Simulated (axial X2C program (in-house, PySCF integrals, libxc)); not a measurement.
**CuF⁺: EOM-IP-CCSD levels**

Wanted for CuF⁺: EOM-IP-CCSD levels, at the two-component level.

Computed with an in-house X2C program for linear molecules on PySCF integrals. Level: two-component X2C with atomic mean-field terms, Cu dyall-cv3z, F dyall-av3z.

All values are calculated.

### 1 Set-up

Contents of task.json:

```json
{"zs": [29, 9], "q": 1, "bas": ["dyall-cv3z", "dyall-av3z"], "r0": 1.76, "eom": "ip", "rq": 0, "thr": -2.0, "nmax": 95, "grid": [1, 0.96, 1.045, 0.92, 1.09, 1.15]}
```

Keys: zs atomic numbers; q charge; bas basis sets; r0 starting distance in Å; eom kind of EOM run; thr threshold in hartree for freezing inner shells (an s shell follows its p shell); nmax most natural virtual spinors; grid distances as factors.

Started as:

```
python soeom.py task.json out
```

Nuclei are Gaussian, cores are contracted, and the Gaunt term is on.

### 2 EOM-IP-CCSD at 1.746 Å

Reference: the closed shell CuF; 18 electrons correlated, 84 virtual spinors; roots sought by Ω: 1/2: 4, 3/2: 3, 5/2: 1.

Output:

```text
two-component X2C + atomic mean field  HF
basis functions 159  fitting functions 859  grid points 5077
iter        total energy     max residual
   1      -1752.132762634     6.02e-01
   2      -1752.281701728     2.71e-02
   3      -1752.279377171     3.51e-02
   4      -1752.288130361     4.39e-03
   5      -1752.288536347     3.37e-03
   6      -1752.288766385     2.67e-03
   7      -1752.289017548     1.34e-03
   8      -1752.289068211     3.79e-04
   9      -1752.289074286     6.40e-05
  10      -1752.289074585     3.77e-05
  11      -1752.289074622     2.45e-05
  12      -1752.289074638     1.16e-05
  13      -1752.289074642     2.14e-06
  14      -1752.289074642     3.61e-07
converged
one-electron -2605.05506521  Coulomb 850.91123920  exact exchange -76.73351208  xc functional 0.00000000  nuclear repulsion 79.10380988  atomic mean-field constant -0.51554643
correlated 18  virtual 246  natural virtual 84  E(MP2) -0.818750993  MP2 remainder -0.091101952
iter   CCSD correlation   residual
   1     -0.620096798   2.36e-01
   2     -0.653283609   1.20e-01
   3     -0.656490379   2.03e-02
   4     -0.656690512   8.44e-03
   5     -0.656729048   3.42e-03
   6     -0.656770772   1.56e-03
   7     -0.656738208   5.41e-04
   8     -0.656740643   1.59e-04
   9     -0.656747542   4.83e-05
  10     -0.656744764   1.87e-05
  11     -0.656745569   7.72e-06
  12     -0.656745452   2.63e-06
  13     -0.656745402   1.39e-06
  14     -0.656745409   7.22e-07
(T) -0.021669028  T1 0.0275  D1 0.0665  max T2 0.042
EOM-IP-CCSD roots
2*Omega      energy/Eh   energy/eV  one-particle weight
    1       0.37194152     10.1210      0.941
    1       0.38570910     10.4957      0.934
    1       0.47049629     12.8029      0.932
    1       0.49760119     13.5404      0.928
    3       0.38197056     10.3939      0.934
    3       0.42695188     11.6180      0.935
    3       0.46851841     12.7490      0.932
    5       0.41932307     11.4104      0.936
```

T1 in the output is the amplitude norm over the root of the electron number; divide by √2 for the Lee–Taylor value.

| Ω | vertical IE (eV) | above lowest (cm⁻¹) | spinor | weight |
| --- | --- | --- | --- | --- |
| 1/2 | 10.121 | 0 | 62% Cu dσ, 25% F pσ, 7% Cu sσ | 0.94 |
| 3/2 | 10.394 | 2200 | 58% Cu dπ, 39% F pπ | 0.93 |
| 1/2 | 10.496 | 3020 | 53% Cu dπ, 40% F pπ | 0.93 |
| 5/2 | 11.410 | 10400 | 100% Cu dδ | 0.94 |
| 3/2 | 11.618 | 12070 | 99% Cu dδ | 0.94 |
| 3/2 | 12.749 | 21200 | 57% F pπ, 42% Cu dπ | 0.93 |
| 1/2 | 12.803 | 21630 | 56% F pπ, 43% Cu dπ | 0.93 |
| 1/2 | 13.540 | 27580 | 67% F pσ, 29% Cu dσ | 0.93 |

Run time: 28 s. Hardware: 1 thread of Arm Neoverse N1, shared host; peak memory 1 GiB.

### 3 EOM-IP-CCSD at 1.676 Å

| Ω | vertical IE (eV) | above lowest (cm⁻¹) | spinor | weight |
| --- | --- | --- | --- | --- |
| 1/2 | 9.967 | 0 | 63% Cu dσ, 23% F pσ, 8% Cu sσ | 0.94 |
| 3/2 | 10.307 | 2740 | 62% Cu dπ, 35% F pπ | 0.93 |
| 1/2 | 10.412 | 3590 | 59% Cu dπ, 35% F pπ | 0.93 |
| 5/2 | 11.350 | 11160 | 100% Cu dδ | 0.93 |
| 3/2 | 11.560 | 12840 | 99% Cu dδ | 0.93 |
| 3/2 | 13.123 | 25460 | 62% F pπ, 37% Cu dπ | 0.93 |
| 1/2 | 13.175 | 25870 | 61% F pπ, 38% Cu dπ | 0.93 |
| 1/2 | 13.934 | 32000 | 70% F pσ, 26% Cu dσ | 0.93 |

Wall time 30 s (1 thread of Arm Neoverse N1, shared host); peak memory 1 GiB.

### 4 EOM-IP-CCSD at 1.825 Å

| Ω | vertical IE (eV) | above lowest (cm⁻¹) | spinor | weight |
| --- | --- | --- | --- | --- |
| 1/2 | 10.290 | 0 | 58% Cu dσ, 29% F pσ | 0.94 |
| 3/2 | 10.483 | 1560 | 50% Cu dπ, 48% F pπ | 0.93 |
| 1/2 | 10.576 | 2310 | 48% F pπ, 44% Cu dπ | 0.93 |
| 5/2 | 11.520 | 9920 | 100% Cu dδ | 0.94 |
| 3/2 | 11.723 | 11560 | 99% Cu dδ | 0.94 |
| 3/2 | 12.429 | 17260 | 50% Cu dπ, 49% F pπ | 0.93 |
| 1/2 | 12.486 | 17710 | 51% Cu dπ, 48% F pπ | 0.93 |
| 1/2 | 13.160 | 23150 | 63% F pσ, 33% Cu dσ | 0.93 |

Run time: 28 s. Hardware: 1 thread of Arm Neoverse N1, shared host; peak memory 1 GiB.

### 5 EOM-IP-CCSD at 1.606 Å

| Ω | vertical IE (eV) | above lowest (cm⁻¹) | spinor | weight |
| --- | --- | --- | --- | --- |
| 1/2 | 9.821 | 0 | 62% Cu dσ, 22% F pσ, 10% Cu sσ | 0.94 |
| 3/2 | 10.232 | 3310 | 64% Cu dπ, 32% F pπ | 0.93 |
| 1/2 | 10.339 | 4180 | 61% Cu dπ, 32% F pπ | 0.93 |
| 5/2 | 11.340 | 12250 | 100% Cu dδ | 0.93 |
| 3/2 | 11.550 | 13940 | 99% Cu dδ | 0.93 |
| 3/2 | 13.588 | 30380 | 64% F pπ, 35% Cu dπ | 0.93 |
| 1/2 | 13.638 | 30790 | 63% F pπ, 36% Cu dπ | 0.93 |
| 1/2 | 14.385 | 36810 | 70% F pσ, 25% Cu dσ | 0.93 |

Run time: 29 s. Hardware: 1 thread of Arm Neoverse N1, shared host; peak memory 1 GiB.

### 6 EOM-IP-CCSD at 1.903 Å

| Ω | vertical IE (eV) | above lowest (cm⁻¹) | spinor | weight |
| --- | --- | --- | --- | --- |
| 1/2 | 10.433 | 0 | 50% Cu dσ, 34% F pσ | 0.94 |
| 3/2 | 10.530 | 790 | 60% F pπ, 38% Cu dπ | 0.93 |
| 1/2 | 10.612 | 1450 | 58% F pπ, 31% Cu dπ | 0.93 |
| 5/2 | 11.659 | 9890 | 100% Cu dδ | 0.94 |
| 3/2 | 11.851 | 11430 | 95% Cu dδ | 0.94 |
| 3/2 | 12.225 | 14460 | 60% Cu dπ, 35% F pπ | 0.93 |
| 1/2 | 12.278 | 14880 | 63% Cu dπ, 36% F pπ | 0.93 |
| 1/2 | 12.850 | 19500 | 56% F pσ, 40% Cu dσ | 0.93 |

Wall time 30 s (1 thread of Arm Neoverse N1, shared host); peak memory 1 GiB.

### 7 EOM-IP-CCSD at 2.008 Å

| Ω | vertical IE (eV) | above lowest (cm⁻¹) | spinor | weight |
| --- | --- | --- | --- | --- |
| 3/2 | 10.487 | 0 | 78% F pπ, 20% Cu dπ | 0.93 |
| 1/2 | 10.522 | 290 | 52% F pπ, 16% F pσ, 15% Cu dσ | 0.93 |
| 1/2 | 10.573 | 690 | 38% F pσ, 27% Cu dσ, 25% F pπ | 0.94 |
| 5/2 | 11.874 | 11190 | 100% Cu dδ | 0.94 |
| 3/2 | 12.000 | 12200 | 55% Cu dδ, 34% Cu dπ, 10% F pπ | 0.93 |
| 1/2 | 12.174 | 13610 | 77% Cu dπ, 18% F pπ | 0.93 |
| 3/2 | 12.182 | 13670 | 45% Cu dπ, 44% Cu dδ, 10% F pπ | 0.93 |
| 1/2 | 12.571 | 16810 | 54% Cu dσ, 41% F pσ | 0.93 |

Wall time 29 s (1 thread of Arm Neoverse N1, shared host); peak memory 1 GiB.

### 8 Curves of the states

Energies in eV from the lowest point of the lowest state; states are followed by energy order within each Ω.

| R (Å) | (1)Ω=1/2 | (1)Ω=3/2 | (2)Ω=1/2 | (1)Ω=5/2 | (2)Ω=3/2 | (3)Ω=3/2 | (3)Ω=1/2 | (4)Ω=1/2 |
| --- | --- | --- | --- | --- | --- | --- | --- | --- |
| 1.606 | 0.0725 | 0.4834 | 0.5905 | 1.5908 | 1.8010 | 3.8394 | 3.8895 | 4.6365 |
| 1.676 | 0.0000 | 0.3398 | 0.4454 | 1.3831 | 1.5925 | 3.1561 | 3.2077 | 3.9672 |
| 1.746 | 0.0858 | 0.3587 | 0.4604 | 1.3751 | 1.5827 | 2.7138 | 2.7676 | 3.5052 |
| 1.825 | 0.2986 | 0.4915 | 0.5850 | 1.5291 | 1.7321 | 2.4380 | 2.4944 | 3.1691 |
| 1.903 | 0.5696 | 0.6672 | 0.7489 | 1.7962 | 1.9873 | 2.3620 | 2.4151 | 2.9872 |
| 2.008 | 0.9081 | 0.8728 | 0.9586 | 2.2602 | 2.3858 | 2.5679 | 2.5599 | 2.9568 |

### 9 Outcome

| quantity | value |
| --- | --- |
| lowest root at 1.746 Å | Ω = 1/2, 10.121 eV |
| next root led by one particle | Ω = 3/2, about 2200 cm⁻¹ higher |
| T1 of the reference | 0.019 |

Removing an electron from the reference determinant of CuF costs 10.12 eV and empties a spinor of 62% Cu dσ, 25% F pσ, 7% Cu sσ. Errors of 0.1 to 0.3 eV are usual at this size, and roots led by higher excitations are left out, so the list is incomplete, and low states of that kind can be missing.
